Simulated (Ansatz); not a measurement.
# GeI₄: up Jacob's ladder to CCSD(T)

An exercise on one series of results from a longer session: the logs are not shown, and one member is left open.

Program: Ansatz 0.2.0, Gaussian basis. Level of theory: functionals in def2-TZVPP, the program's frozen cores in correlated methods. These are calculated values, not measurements.

The runs, in order: LDA (SPW92), PBE-D4, revPBE-D4, BLYP-D4, r2SCAN-D4, B97M-V, PBE0-D4, B3LYP-D4, r2SCANh-D4, r2SCAN0-D4, HSE06-D4, BHLYP-D4, CAM-B3LYP-D4, LC-ωPBE, ωB97X-V, ωB97M-V, B2PLYP, PBE-QIDH; CCSD(T)/def2-SVP; CCSD(T)/def2-TZVPP; MP2/def2-QZVPP; extrapolation to the limit; RPA on PBE.

2 further runs of the same task are left out: 2 that didn't finish.

### Structure used throughout

The geometry comes from an earlier relaxation with PBE0-D4 in a triple-zeta def2 set; it is a stationary point. I takes the def2 core potential; no spin-orbit term is included.

SMILES `[I][Ge]([I])([I])[I]`, 5 atoms, charge 0, spin multiplicity 1.

Atoms are counted from 1 here; the program's logs count them from 0.

Bond lengths: I1–Ge2 2.502 Å, Ge2–I3 2.502 Å, Ge2–I4 2.502 Å, Ge2–I5 2.502 Å. Angles: I1–Ge2–I3 109.5°, I1–Ge2–I4 109.5°, I1–Ge2–I5 109.5°, I3–Ge2–I4 109.5°, I3–Ge2–I5 109.5°, I4–Ge2–I5 109.5°.

The first run:

Input file in.yaml:

```yaml
crystal:
  periodic: [false, false, false]
  atoms:
    - {symbol: I, position_ang: [-1.106849, -0.015305, 2.231205]}
    - {symbol: Ge, position_ang: [0.009946, -0.014710, -0.008259]}
    - {symbol: I, position_ang: [2.121697, -1.352003, 0.112448]}
    - {symbol: I, position_ang: [-1.523799, -1.029121, -1.705612]}
    - {symbol: I, position_ang: [0.548804, 2.337438, -0.671181]}
basis:
  gaussian: {orbitals: def2-TZVPP}
hamiltonian: {xc: lda}
output: {orbitals: {seedname: orbitals}}
```

Run with:

```sh
ansatz run in.yaml --threads 2 --pin off --events-out ev --progress --plain --max-ram 32768MiB --backend cpu
```

Steps of the session up to this table: LDA; PBE-D4 (GGA); revPBE-D4 (GGA); BLYP-D4 (GGA); r2SCAN-D4 (meta-GGA); B97M-V (meta-GGA); B3LYP-D4 (hybrid); r2SCANh-D4 (hybrid); r2SCAN0-D4 (hybrid); HSE06-D4 (hybrid); BHLYP-D4 (hybrid); CAM-B3LYP-D4 (range-separated); LC-ωPBE (range-separated); ωB97X-V (range-separated); ωB97M-V (range-separated); B2PLYP (double hybrid); PBE-QIDH (double hybrid).

One table of the session follows, with a row left open; its other results are not shown here.

It belongs to the step «Orbital energies across the functionals». 

```
  functional  HOMO (eV)  LUMO (eV)  gap (eV)
 LDA (SPW92)      -6.81      -4.35      2.46
      PBE-D4      -6.65      -4.07      2.58
   revPBE-D4      -6.59      -3.97      2.62
     BLYP-D4      -6.45      -3.98      2.47
   r2SCAN-D4      -6.96      -4.00      2.96
      B97M-V      -6.93      -3.79      3.14
     PBE0-D4      -7.78      -3.37      4.41
    B3LYP-D4      -7.52      -3.60      3.92
  r2SCANh-D4      -7.37      -3.74      3.63
  r2SCAN0-D4      -7.99      -3.35      4.64
    HSE06-D4      -7.40      -3.73      3.67
    BHLYP-D4      -8.73      -2.57      6.16
CAM-B3LYP-D4      -9.00      -2.48      6.52
     LC-ωPBE     -10.35      -1.42      8.94
     ωB97X-V          ?          ?         ?
     ωB97M-V      -9.88      -1.62      8.26
```

**Question.** Estimate the row for ωB97X-V.

The run gave: HOMO (eV): -10.01; LUMO (eV): -1.48; gap (eV): 8.53. In the column «HOMO (eV)» it lies between LC-ωPBE (-10.35) and ωB97M-V (-9.88).
